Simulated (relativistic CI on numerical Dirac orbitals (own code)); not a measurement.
# Ga¹²⁺: one ion under different settings

How much do the settings matter for Ga¹²⁺? One ion, several inputs.

Program: relativistic CI on numerical Dirac orbitals (own code) version 3. Level of theory: Dirac-Coulomb-Breit CI, KLI orbitals optimised for each configuration, model QED (radiative potential, 1s self-energy scaled to tabulated hydrogen-like ionisation energies), numerical settings as typed. These are calculated values, not measurements, unless marked.

### Step 1. The system

```
ion            : Ga¹²⁺ (Ga XIII)
nuclear charge : 31
electrons      : 19
isotope        : A = 69
```

### Step 2. The usual input

Settings of the run:

```ini
atom Ga  Z=31  charge=12  electrons=19
nucleus A=69  rms_radius_fm=3.9973
hamiltonian dirac-coulomb  breit=on  qed=on  c_scale=1
orbitals kli  potential=per-configuration
slater_scale 1
correlation none
mixing on
grid step=0.0125 r_max=7.9
scf mixing=0.4 start=green max_iterations=150 tolerance=2e-08 node_fill=0.05
configurations
  [Ar] 3d
  [Ne] 3s2 3p5 3d2
end
```

Run with:

```sh
$ python run_levels.py task.json out
```

One command runs all members of the session, one after another, from task.json.

From the run's result record (rounded, not every field):

```text
{
  "status": "converged",
  "levels [i, E_cm, J2, conf, term, w_term, w_jj]": [
    [0, 0, 3, "3p6 3d", "2D", 1, 1],
    [1, 6224.7525, 5, "3p6 3d", "2D", 1, 1],
    [2, 545048.92, 1, "3p5 3d2", "4D*", 0.9933, 0.5912],
    [3, 547528.84, 3, "3p5 3d2", "4D*", 0.9697, 0.414],
    [4, 551688.46, 5, "3p5 3d2", "4D*", 0.9403, 0.6703],
    [5, 557788.08, 7, "3p5 3d2", "4D*", 0.9331, 0.4195],
    [6, 577984.1, 11, "3p5 3d2", "4G*", 0.9976, 0.7592],
    [7, 579592.08, 9, "3p5 3d2", "4G*", 0.8677, 0.8909],
    [8, 583009.43, 7, "3p5 3d2", "4G*", 0.759, 0.4968],
    [9, 585699.16, 5, "3p5 3d2", "4P*", 0.4887, 0.5181],
    [10, 587619.49, 5, "3p5 3d2", "4P*", 0.4627, 0.6243],
    [11, 593346.38, 3, "3p5 3d2", "4P*", 0.9156, 0.3893],
    [12, 598441.1, 3, "3p5 3d2", "4F*", 0.5909, 0.5426],
    [13, 599650.7, 1, "3p5 3d2", "4P*", 0.9348, 0.5558],
    "... 16 more rows left out ..."
  ],
  "total_energy [Ha]": -1879.8008213,
  "n_levels_all": 47,
  "overlap": 3.27985e-12,
  "scf_iterations": [10, 10],
  "orbital_energies [Ha]": {"1s": -389.892, "2s": -60.9463, "2p1/2": -55.6563, "2p3/2": -54.6376, "3s": -17.9001, "3p1/2": -16.1388, "3p3/2": -15.9588, "3d3/2": -13.1222, "3d5/2": -13.0895},
  "configurations [conf, odd, states, E_av_Ha, breit_Ha, qed_Ha]": [
    ["3p6 3d", 0, 10, -1881.208542, 0.85, 0.5748],
    ["3p5 3d2", 1, 270, -1878.252879, 0.8433, 0.5747]
  ],
  "scf_steps of the first configuration [iteration, E_Ha, residual, outer_eigenvalue_Ha]": [
    [1, -1859.166035, 3.14, -22.1],
    [2, -1875.111775, 1.67, -17.31],
    [3, -1881.195306, 0.071, -13.06],
    [4, -1881.203788, 0.0463, -13.22],
    [5, -1881.208528, 0.00183, -13.1],
    [6, -1881.208541, 0.000525, -13.09],
    [7, -1881.208541, 1.57e-05, -13.09],
    [8, -1881.208542, 8.35e-07, -13.09],
    [9, -1881.208542, 3.39e-07, -13.09],
    [10, -1881.208542, 1.19e-09, -13.09]
  ]
}
```

Run time: 0.076 s. Hardware: 1 thread of Neoverse-V1, shared host.

### Step 3. End of the grid 5.53, iteration limit 20, tolerance 1e-10

The settings differ from step 2 so:

```diff
@@ -7,4 +7,4 @@
 mixing on
-grid step=0.0125 r_max=7.9
-scf mixing=0.4 start=green max_iterations=150 tolerance=2e-08 node_fill=0.05
+grid step=0.0125 r_max=5.53
+scf mixing=0.4 start=green max_iterations=20 tolerance=1e-10 node_fill=0.05
 configurations
```

Result record:

```text
{
  "status": "converged",
  "levels [i, E_cm, J2, conf, term, w_term]": [
    [0, 0, 3, "3p6 3d", "2D", 1],
    [1, 6224.7525, 5, "3p6 3d", "2D", 1],
    [2, 545048.92, 1, "3p5 3d2", "4D*", 0.9933],
    [3, 547528.84, 3, "3p5 3d2", "4D*", 0.9697],
    [4, 551688.46, 5, "3p5 3d2", "4D*", 0.9403],
    [5, 557788.08, 7, "3p5 3d2", "4D*", 0.9331],
    [6, 577984.1, 11, "3p5 3d2", "4G*", 0.9976],
    [7, 579592.08, 9, "3p5 3d2", "4G*", 0.8677],
    "... 22 more rows left out ..."
  ],
  "total_energy [Ha]": -1879.8008213,
  "n_levels_all": 47,
  "overlap": 3.27852e-12,
  "scf_iterations": [12, 12],
  "orbital_energies [Ha]": {"1s": -389.892, "2s": -60.9463, "2p1/2": -55.6563, "2p3/2": -54.6376, "3s": -17.9001, "3p1/2": -16.1388, "3p3/2": -15.9588, "3d3/2": -13.1222, "3d5/2": -13.0895},
  "configurations [conf, odd, states, E_av_Ha, breit_Ha, qed_Ha]": [
    ["3p6 3d", 0, 10, -1881.208542, 0.85, 0.5748],
    ["3p5 3d2", 1, 270, -1878.252879, 0.8433, 0.5747]
  ],
  "scf_steps of the first configuration [iteration, E_Ha, residual, outer_eigenvalue_Ha]": [
    [1, -1859.166035, 3.14, -22.1],
    [2, -1875.111775, 1.67, -17.31],
    [3, -1881.195278, 0.0711, -13.06],
    [4, -1881.203827, 0.0461, -13.22],
    [5, -1881.208528, 0.00184, -13.1],
    [6, -1881.208541, 0.000487, -13.09],
    [7, -1881.208541, 1.58e-05, -13.09],
    [8, -1881.208542, 7.87e-07, -13.09],
    [9, -1881.208542, 3.35e-07, -13.09],
    [10, -1881.208542, 1.19e-09, -13.09],
    [11, -1881.208542, 5.29e-10, -13.09],
    [12, -1881.208542, 4.85e-13, -13.09]
  ]
}
```

It took 0.079 s on 1 thread of Neoverse-V1, shared host.

### Step 4. Tolerance 1e-05, speed-of-light factor 10, Breit term off

Settings of the run:

```ini
atom Ga  Z=31  charge=12  electrons=19
nucleus A=69  rms_radius_fm=3.9973
hamiltonian dirac-coulomb  breit=off  qed=on  c_scale=10
orbitals kli  potential=per-configuration
slater_scale 1
correlation none
mixing on
grid step=0.0125 r_max=7.9
scf mixing=0.4 start=green max_iterations=150 tolerance=1e-05 node_fill=0.05
configurations
  [Ar] 3d
  [Ne] 3s2 3p5 3d2
end
```

Result record:

```text
{
  "status": "converged",
  "levels [i, E_cm, J2, conf, term, w_term]": [
    [0, 0, 3, "3p6 3d", "2D", 1],
    [1, 69.412332, 5, "3p6 3d", "2D", 1],
    [2, 533939.64, 1, "3p5 3d2", "4D*", 1],
    [3, 533972.64, 3, "3p5 3d2", "4D*", 1],
    [4, 534027.68, 5, "3p5 3d2", "4D*", 1],
    [5, 534104.78, 7, "3p5 3d2", "4D*", 1],
    [6, 564526.62, 11, "3p5 3d2", "4G*", 1],
    [7, 564604.09, 9, "3p5 3d2", "4G*", 1],
    "... 22 more rows left out ..."
  ],
  "total_energy [Ha]": -1861.4226127,
  "n_levels_all": 47,
  "overlap": 3.51064e-12,
  "scf_iterations": [7, 7],
  "orbital_energies [Ha]": {"1s": -385.038, "2s": -59.8764, "2p1/2": -54.7537, "2p3/2": -54.7438, "3s": -17.6784, "3p1/2": -15.9624, "3p3/2": -15.9606, "3d3/2": -13.139, "3d5/2": -13.1387},
  "configurations [conf, odd, states, E_av_Ha, breit_Ha, qed_Ha]": [
    ["3p6 3d", 0, 10, -1861.858637, 0, 0.4362],
    ["3p5 3d2", 1, 270, -1858.996495, 0, 0.4361]
  ],
  "scf_steps of the first configuration [iteration, E_Ha, residual, outer_eigenvalue_Ha]": [
    [1, -1840.811974, 3.06, -22.06],
    [2, -1856.022588, 1.63, -17.33],
    [3, -1861.845874, 0.0691, -13.1],
    [4, -1861.853427, 0.0489, -13.27],
    [5, -1861.858624, 0.00172, -13.15],
    [6, -1861.858635, 0.000718, -13.14],
    [7, -1861.858637, 5.39e-06, -13.14]
  ]
}
```

It took 0.065 s on 1 thread of Neoverse-V1, shared host.

A changed speed of light describes a fictitious ion. The QED potentials keep the true α.

### Step 5. End of the grid 11.85

Settings of the run:

```ini
atom Ga  Z=31  charge=12  electrons=19
nucleus A=69  rms_radius_fm=3.9973
hamiltonian dirac-coulomb  breit=on  qed=on  c_scale=1
orbitals kli  potential=per-configuration
slater_scale 1
correlation none
mixing on
grid step=0.0125 r_max=11.85
scf mixing=0.4 start=green max_iterations=150 tolerance=2e-08 node_fill=0.05
configurations
  [Ar] 3d
  [Ne] 3s2 3p5 3d2
end
```

Result record:

```text
{
  "status": "converged",
  "levels [i, E_cm, J2, conf, term, w_term]": [
    [0, 0, 3, "3p6 3d", "2D", 1],
    [1, 6224.7525, 5, "3p6 3d", "2D", 1],
    [2, 545048.92, 1, "3p5 3d2", "4D*", 0.9933],
    [3, 547528.84, 3, "3p5 3d2", "4D*", 0.9697],
    [4, 551688.46, 5, "3p5 3d2", "4D*", 0.9403],
    [5, 557788.08, 7, "3p5 3d2", "4D*", 0.9331],
    [6, 577984.1, 11, "3p5 3d2", "4G*", 0.9976],
    [7, 579592.08, 9, "3p5 3d2", "4G*", 0.8677],
    "... 22 more rows left out ..."
  ],
  "total_energy [Ha]": -1879.8008213,
  "n_levels_all": 47,
  "overlap": 3.27993e-12,
  "scf_iterations": [10, 10],
  "orbital_energies [Ha]": {"1s": -389.892, "2s": -60.9463, "2p1/2": -55.6563, "2p3/2": -54.6376, "3s": -17.9001, "3p1/2": -16.1388, "3p3/2": -15.9588, "3d3/2": -13.1222, "3d5/2": -13.0895},
  "configurations [conf, odd, states, E_av_Ha, breit_Ha, qed_Ha]": [
    ["3p6 3d", 0, 10, -1881.208542, 0.85, 0.5748],
    ["3p5 3d2", 1, 270, -1878.252879, 0.8433, 0.5747]
  ],
  "scf_steps of the first configuration [iteration, E_Ha, residual, outer_eigenvalue_Ha]": [
    [1, -1859.166035, 3.14, -22.1],
    [2, -1875.111775, 1.67, -17.31],
    [3, -1881.195309, 0.071, -13.06],
    [4, -1881.203784, 0.0463, -13.22],
    [5, -1881.208528, 0.00182, -13.1],
    [6, -1881.208541, 0.000529, -13.09],
    [7, -1881.208541, 1.57e-05, -13.09],
    [8, -1881.208542, 8.39e-07, -13.09],
    [9, -1881.208542, 3.39e-07, -13.09],
    [10, -1881.208542, 1.19e-09, -13.09]
  ]
}
```

It took 0.077 s on 1 thread of Neoverse-V1, shared host.

### Step 6. Start potential previous

The settings differ from step 5 so:

```diff
@@ -7,4 +7,4 @@
 mixing on
-grid step=0.0125 r_max=11.85
-scf mixing=0.4 start=green max_iterations=150 tolerance=2e-08 node_fill=0.05
+grid step=0.0125 r_max=7.9
+scf mixing=0.4 start=previous max_iterations=150 tolerance=2e-08 node_fill=0.05
 configurations
```

Result record:

```text
{
  "status": "converged",
  "levels [i, E_cm, J2, conf, term, w_term]": [
    [0, 0, 3, "3p6 3d", "2D", 1],
    [1, 6224.7525, 5, "3p6 3d", "2D", 1],
    [2, 545048.92, 1, "3p5 3d2", "4D*", 0.9933],
    [3, 547528.84, 3, "3p5 3d2", "4D*", 0.9697],
    [4, 551688.46, 5, "3p5 3d2", "4D*", 0.9403],
    [5, 557788.08, 7, "3p5 3d2", "4D*", 0.9331],
    [6, 577984.1, 11, "3p5 3d2", "4G*", 0.9976],
    [7, 579592.08, 9, "3p5 3d2", "4G*", 0.8677],
    "... 22 more rows left out ..."
  ],
  "total_energy [Ha]": -1879.8008213,
  "n_levels_all": 47,
  "overlap": 3.2805e-12,
  "scf_iterations": [10, 7],
  "orbital_energies [Ha]": {"1s": -389.892, "2s": -60.9463, "2p1/2": -55.6563, "2p3/2": -54.6376, "3s": -17.9001, "3p1/2": -16.1388, "3p3/2": -15.9588, "3d3/2": -13.1222, "3d5/2": -13.0895},
  "configurations [conf, odd, states, E_av_Ha, breit_Ha, qed_Ha]": [
    ["3p6 3d", 0, 10, -1881.208542, 0.85, 0.5748],
    ["3p5 3d2", 1, 270, -1878.252879, 0.8433, 0.5747]
  ],
  "scf_steps of the first configuration [iteration, E_Ha, residual, outer_eigenvalue_Ha]": [
    [1, -1870.413619, 2.69, -9.548],
    [2, -1878.545162, 1.25, -11.04],
    [3, -1881.204163, 0.0309, -13.07],
    [4, -1881.207463, 0.0111, -13.1],
    [5, -1881.208535, 0.00167, -13.09],
    [6, -1881.208541, 0.000115, -13.09],
    [7, -1881.208541, 3.46e-05, -13.09],
    [8, -1881.208542, 3.04e-07, -13.09],
    [9, -1881.208542, 1.25e-07, -13.09],
    [10, -1881.208542, 1.72e-09, -13.09]
  ]
}
```

Wall time 0.071 s (1 thread of Neoverse-V1, shared host).

### Step 7. Nuclear radius 3997.3

Settings of the run:

```ini
atom Ga  Z=31  charge=12  electrons=19
nucleus A=69  rms_radius_fm=3997.3000
hamiltonian dirac-coulomb  breit=on  qed=on  c_scale=1
orbitals kli  potential=per-configuration
slater_scale 1
correlation none
mixing on
grid step=0.0125 r_max=7.9
scf mixing=0.4 start=green max_iterations=52 tolerance=2e-08 node_fill=0.05
configurations
  [Ar] 3d
  [Ne] 3s2 3p5 3d2
end
```

Result record:

```text
{
  "status": "converged",
  "levels [i, E_cm, J2, conf, term, w_term]": [
    [0, 0, 3, "3p6 3d", "2D", 1],
    [1, 7616.838, 5, "3p6 3d", "2D", 1],
    [2, 285810.17, 1, "3p5 3d2", "4D*", 0.9966],
    [3, 287978.28, 3, "3p5 3d2", "4D*", 0.9918],
    [4, 291596.42, 5, "3p5 3d2", "4D*", 0.9888],
    [5, 296417.38, 7, "3p5 3d2", "4D*", 0.9879],
    [6, 319841.54, 7, "3p5 3d2", "4G*", 0.9429],
    [7, 319865.94, 5, "3p5 3d2", "4G*", 0.9486],
    "... 22 more rows left out ..."
  ],
  "total_energy [Ha]": -1261.9727025,
  "n_levels_all": 47,
  "overlap": 1.96574e-12,
  "scf_iterations": [10, 10],
  "orbital_energies [Ha]": {"1s": -156.984, "2s": -35.1763, "2p1/2": -53.714, "2p3/2": -53.3947, "3s": -12.6511, "3p1/2": -15.7781, "3p3/2": -15.7274, "3d3/2": -14.0617, "3d5/2": -14.0223},
  "configurations [conf, odd, states, E_av_Ha, breit_Ha, qed_Ha]": [
    ["3p6 3d", 0, 10, -1262.260992, 0.2778, 0.03128],
    ["3p5 3d2", 1, 270, -1260.526311, 0.2756, 0.03101]
  ],
  "scf_steps of the first configuration [iteration, E_Ha, residual, outer_eigenvalue_Ha]": [
    [1, -1251.015494, 2.29, -22.04],
    [2, -1259.208356, 1.21, -17.84],
    [3, -1262.253336, 0.0446, -13.95],
    [4, -1262.260724, 0.0245, -14.11],
    [5, -1262.261, 0.00037, -14.02],
    [6, -1262.260992, 6.64e-05, -14.02],
    [7, -1262.260992, 1.11e-05, -14.02],
    [8, -1262.260992, 7.91e-08, -14.02],
    [9, -1262.260992, 1.25e-07, -14.02],
    [10, -1262.260992, 4.11e-09, -14.02]
  ]
}
```

It took 0.075 s on 1 thread of Neoverse-V1, shared host.

This setting is unsound; the numbers are not properties of the ion.

### Step 8. Tolerance 0.01

Settings of the run:

```ini
atom Ga  Z=31  charge=12  electrons=19
nucleus A=69  rms_radius_fm=3.9973
hamiltonian dirac-coulomb  breit=on  qed=on  c_scale=1
orbitals kli  potential=per-configuration
slater_scale 1
correlation none
mixing on
grid step=0.0125 r_max=7.9
scf mixing=0.4 start=green max_iterations=63 tolerance=0.01 node_fill=0.05
configurations
  [Ar] 3d
  [Ne] 3s2 3p5 3d2
end
```

Result record:

```text
{
  "status": "converged",
  "levels [i, E_cm, J2, conf, term, w_term]": [
    [0, 0, 3, "3p6 3d", "2D", 1],
    [1, 6222.6298, 5, "3p6 3d", "2D", 1],
    [2, 545022.67, 1, "3p5 3d2", "4D*", 0.9933],
    [3, 547502.31, 3, "3p5 3d2", "4D*", 0.9697],
    [4, 551661.38, 5, "3p5 3d2", "4D*", 0.9403],
    [5, 557760.09, 7, "3p5 3d2", "4D*", 0.9332],
    [6, 577960.82, 11, "3p5 3d2", "4G*", 0.9976],
    [7, 579570.61, 9, "3p5 3d2", "4G*", 0.8678],
    "... 22 more rows left out ..."
  ],
  "total_energy [Ha]": -1879.8007629,
  "n_levels_all": 47,
  "overlap": 3.30054e-12,
  "scf_iterations": [5, 5],
  "orbital_energies [Ha]": {"1s": -389.898, "2s": -60.9576, "2p1/2": -55.6676, "2p3/2": -54.6489, "3s": -17.9065, "3p1/2": -16.1453, "3p3/2": -15.9652, "3d3/2": -13.1295, "3d5/2": -13.0967},
  "configurations [conf, odd, states, E_av_Ha, breit_Ha, qed_Ha]": [
    ["3p6 3d", 0, 10, -1881.208528, 0.85, 0.5748],
    ["3p5 3d2", 1, 270, -1878.25287, 0.8433, 0.5746]
  ],
  "scf_steps of the first configuration [iteration, E_Ha, residual, outer_eigenvalue_Ha]": [
    [1, -1859.166035, 3.14, -22.1],
    [2, -1875.111775, 1.67, -17.31],
    [3, -1881.195306, 0.071, -13.06],
    [4, -1881.203788, 0.0463, -13.22],
    [5, -1881.208528, 0.00183, -13.1]
  ]
}
```

Wall time 0.065 s (1 thread of Neoverse-V1, shared host).

A bad setting: its result is shown only for the comparison.

### Step 9. Comparison

| setting | total energy less usual (Ha) | largest shift of a level among the lowest eight of both runs, same label and place (cm⁻¹) | SCF iterations | time | lowest level | kind of change |
| --- | --- | --- | --- | --- | --- | --- |
| usual | 0 | 0 | 20 | 0.076 s | 3d 2D3/2 | - |
| end of the grid 5.53, iteration limit 20, tolerance 1e-10 | 0 | 0 | 24 | 0.079 s | 3d 2D3/2 | numerical |
| tolerance 1e-05, speed-of-light factor 10, Breit term off | 18.4 | 23700 | 14 | 0.065 s | 3d 2D3/2 | unphysical constant |
| end of the grid 11.85 | 0 | 0 | 20 | 0.077 s | 3d 2D3/2 | numerical |
| start potential previous | 0 | 0 | 17 | 0.071 s | 3d 2D3/2 | numerical |
| nuclear radius 3997.3 | 618 | 261000 | 20 | 0.075 s | 3d 2D3/2 | unsound |
| tolerance 0.01 | 5.83e-05 | 28.0 | 10 | 0.065 s | 3d 2D3/2 | unsound |

### Step 10. Summary of results

| quantity | value |
| --- | --- |
| lowest level, usual settings | 3d 2D3/2 |
| total energy | -1879.8008 Ha |
| first excitation | 6224.8 cm⁻¹ |

What this shows: Among the runs whose levels can be followed, they move most under «nuclear radius 3997.3» (unsound), by up to 261000 cm⁻¹. No visible change in the result comes from «end of the grid 5.53, iteration limit 20, tolerance 1e-10» or «end of the grid 11.85» or «start potential previous». Only the listed configurations are in the model.
